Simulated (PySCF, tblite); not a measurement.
# CH6GeN radical: geometry, infrared bands and EPR parameters

What infrared bands and EPR parameters should CH6GeN radical (`C[NH][GeH2]`) show?

Computed with tblite 0.8.0 and PySCF 2.14.0, with density-fitted response routines of our own, on a single molecule in the gas phase. Atoms count from 0, in the outputs and in this text.

## (1) Starting geometry

9 atoms, charge 0, multiplicity 2; geometry from: force field or distance geometry start.

Bonds of the start (Å): C0–N1 1.46, N1–Ge2 1.89, C0–H3 1.11, C0–H4 1.11, C0–H5 1.11, N1–H6 1.05, Ge2–H7 1.54, Ge2–H8 1.56.

## (2) Optimising the geometry with GFN2-xTB

What the job is given:

```
{"job": {"kind": "relax", "xc": "GFN2-xTB", "basis": "xTB"}, "charge": 0, "multiplicity": 2}
C     -0.946300    -0.367900    -0.082000
N     -0.248400     0.815300    -0.564500
Ge     1.547300     0.504900    -0.049100
H     -0.789800    -1.156200    -0.843800
H     -2.020600    -0.141100     0.061500
H     -0.451400    -0.657600     0.871800
H     -0.562500     1.645900     0.005000
H      2.006800    -0.714400    -0.873500
H      1.478400     0.077100     1.449300
```

Command:

```console
OMP_NUM_THREADS=1 python probes_run.py task.json out
```

The driver reads the jobs from task.json and runs them one after another.

**Question.** This job is followed by: GFN2-xTB harmonic vibrations, gas phase; UKS B3LYP, def2-TZVP-core on Ge, pcH-1 on C H N, non-relativistic, mean-field spin-orbit, GIAO. What will the session give for the following? strongest single infrared mode (GFN2-xTB); zero-point energy (GFN2-xTB); g(iso) (B3LYP); ⟨S²⟩; largest a(iso) (averaged by class); surface potential, 1st and 99th percentile.

As calculated:

| quantity | value |
| --- | --- |
| strongest single infrared mode (GFN2-xTB) | 1630 cm⁻¹, 889 km/mol |
| zero-point energy (GFN2-xTB) | 40.1 kcal/mol |
| g(iso) (B3LYP) | 2.00586 |
| ⟨S²⟩ | 0.755 (exact 0.75) |
| largest a(iso) (averaged by class) | 73Ge on Ge2, -207.0 MHz |
| surface potential, 1st and 99th percentile | -0.95 V and 1.60 V |

The optimisation took 85 steps and gained 0.638 eV; among the close pairs (by a distance rule), N1–Ge2 changed most, from 1.894 to 1.845 Å. No mode is imaginary among the 21: a minimum at this level. The strongest single mode, at 1630 cm⁻¹, moves mainly H7 and H8. GFN2-xTB is a fitted tight-binding method: band positions and strengths are rough. Its intensities can rank the bands wrongly. Ge2 carries the largest spin population, 0.49 e. The isotropic g lies 3.5 ppt above the free-electron value. The hyperfine terms hold no scalar relativity, which the heavier nuclei need.
